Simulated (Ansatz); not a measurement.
# B2PLYP/cc-pVDZ run of GaSiH4OF (SMILES [OH][GaH][SiH2]F)

What is the energy change on altering one bond length of GaSiH4OF at B2PLYP/cc-pVDZ? 

The calculation is run with Ansatz 0.2.0.

101 further runs of the same task are left out: 101 set aside as unsound or not needed. Runs told in other sessions of the task aren't counted.

**1. The structure to begin with**

GaSiH4OF has 8 atoms, charge 0, and is taken as a singlet. SMILES: `[OH][GaH][SiH2]F`. The shape is that of a PBE0-D4/def2-TZVP optimisation. This is one conformer, not always the lowest.

Bond lengths: O1–Ga2 1.790 Å, Ga2–Si3 2.420 Å, Si3–F4 1.613 Å, O1–H5 0.960 Å, Ga2–H6 1.562 Å, Si3–H7 1.488 Å, Si3–H8 1.488 Å. Angles: O1–Ga2–Si3 116.0°, Ga2–Si3–F4 107.9°, O1–Ga2–H6 113.5°, Si3–Ga2–H6 130.5°, Ga2–O1–H5 113.9°, Ga2–Si3–H7 113.0°, Ga2–Si3–H8 113.0°, F4–Si3–H7 107.4°, F4–Si3–H8 107.4°, H7–Si3–H8 107.8°.

**2. A single-point energy at B2PLYP/cc-pVDZ**

Input file molecule.yaml:

```yaml
crystal:
  periodic: [false, false, false]
  atoms:
    - {symbol: O, position_ang: [-2.152600, 0.668300, 0.454500]}
    - {symbol: Ga, position_ang: [-0.411400, 1.077100, 0.391700]}
    - {symbol: Si, position_ang: [1.066700, -0.691400, -0.347100]}
    - {symbol: F, position_ang: [0.165400, -1.990600, -0.663200]}
    - {symbol: H, position_ang: [-2.350300, -0.231700, 0.185400]}
    - {symbol: H, position_ang: [-0.099500, 2.542900, 0.831400]}
    - {symbol: H, position_ang: [2.066800, -1.082700, 0.683500]}
    - {symbol: H, position_ang: [1.806900, -0.348800, -1.592100]}
basis:
  gaussian: {orbitals: cc-pVDZ}
hamiltonian: {xc: {name: B2PLYP}}
correlation: {frozen_orbitals: {F: 1, Ga: 9, H: 0, O: 1, Si: 5}}
accuracy: high
output: {orbitals: {seedname: orbitals}}
```

Run with:

```bash
ansatz run molecule.yaml --threads 1 --pin off --max-ram 2610MiB --events-out events.jsonl --progress --plain --runs-dir runs
```

Standard output:

```text
Warning: RAYON_NUM_THREADS=1 ignored (pool sized by the plan → 1); use --threads N
Functional definition: B2PLYP
  name "B2PLYP"
  parameter a = 0.53
  parameter c = 0.27
  exchange = (1 - a)*b88_x + a*exact_x
  correlation = (1 - c)*lyp_c + c*(mp2_os + mp2_ss)
2087 factors; integrals over basis functions are off by at most 4.4e-9 eV
mean field evaluation 1: about -65057.0522 eV, gradient 5.3e1 eV
mean field evaluation 2: about -65057.2575 eV, gradient 5.3e1 eV
mean field evaluation 4: about -65062.1371 eV, gradient 6.8e0 eV
mean field evaluation 8: about -65062.2492 eV, gradient 3.4e-1 eV
mean field evaluation 16: about -65062.2496 eV, gradient 4.4e-5 eV
mean field -65062.24963269 eV, -2390.9935732245 hartree, gradient 1.9e-8 eV, S^2 0.000000; 0 other end points of the search recorded, 0 dependent functions left out
16 core orbitals not correlated: weight in the atoms' cores, before any rotation towards them, 1.000 or more for the frozen orbitals, at most 0.000 for the correlated occupied ones
reference -65062.24965953 eV, -2390.9935742111 hartree; 17, 17 occupied and 60, 60 virtual orbitals, 2087 factors
second order -18.69470856 eV of doubles, -0.00000000 eV of singles
Total energy: -65067.29723085 eV, -2391.1790690354 hartree
```

Run time: 19 s. Hardware: 1 thread of Arm Neoverse V1, shared host; peak memory 0.36 GiB.

**3. The distorted shape at the same level**

Input file molecule.yaml:

```yaml
crystal:
  periodic: [false, false, false]
  atoms:
    - symbol: O
      position_ang: [-2.302611, 0.726994, 0.299914]
    - symbol: Ga
      position_ang: [-0.561411, 1.135794, 0.237114]
    - symbol: Si
      position_ang: [0.916689, -0.632706, -0.501686]
    - symbol: F
      position_ang: [0.015389, -1.931906, -0.817786]
    - symbol: H
      position_ang: [-2.500311, -0.173006, 0.030814]
    - symbol: H
      position_ang: [-0.249511, 2.601594, 0.676814]
    - symbol: H
      position_ang: [2.066800, -1.082700, 0.683500]
    - symbol: H
      position_ang: [1.656889, -0.290106, -1.746686]
basis:
  gaussian:
    orbitals: cc-pVDZ
accuracy: high
correlation:
  frozen_orbitals: {F: 1, Ga: 9, H: 0, O: 1, Si: 5}
output: {orbitals: {seedname: orbitals}}
hamiltonian:
  xc: {name: B2PLYP}
```

Run with:

```bash
ansatz run molecule.yaml --threads 1 --pin off --max-ram 2610MiB --events-out events.jsonl --progress --plain --runs-dir runs
```

Standard output, shortened:

```text
Warning: RAYON_NUM_THREADS=1 ignored (pool sized by the plan → 1); use --threads N
[... 2 set-up lines as earlier in the session ...]
[...]
2081 factors; integrals over basis functions are off by at most 4.6e-9 eV
[...]
mean field -65061.92225083 eV, -2390.9815421631 hartree, gradient 2.4e-8 eV, S^2 0.000000; 0 other end points of the search recorded, 0 dependent functions left out
16 core orbitals not correlated: weight in the atoms' cores, before any rotation towards them, 1.000 or more for the frozen orbitals, at most 0.000 for the correlated occupied ones
reference -65061.92227792 eV, -2390.9815431586 hartree; 17, 17 occupied and 60, 60 virtual orbitals, 2081 factors
second order -18.76073709 eV of doubles, -0.00000000 eV of singles
Total energy: -65066.98767693 eV, -2391.1676931389 hartree
```

It took 18 s on 1 thread of Arm Neoverse V1, shared host; peak memory 0.36 GiB.

**4. What came out**

At B2PLYP/cc-pVDZ, 16 core orbitals frozen:

| quantity | value |
| --- | --- |
| first shape: total energy | -2391.17907 Eh |
| first shape: HOMO energy (SCF part's orbitals) | -8.69 eV |
| first shape: LUMO energy (SCF part's orbitals) | -0.58 eV |
| first shape: HOMO–LUMO gap (SCF part's orbitals) | 8.10 eV |
| distorted shape: total energy | -2391.16769 Eh |
| distorted shape: HOMO energy (SCF part's orbitals) | -8.72 eV |
| distorted shape: LUMO energy (SCF part's orbitals) | -0.68 eV |
| distorted shape: HOMO–LUMO gap (SCF part's orbitals) | 8.05 eV |
| energy change with the Si3–H7 bond stretched from 1.488 to 1.712 Å | 0.310 eV |

In words: With the Si3–H7 bond stretched from 1.488 to 1.712 Å the energy rises by 0.31 eV (29.9 kJ/mol). The first shape isn't relaxed at this level, so the change isn't measured from a minimum.
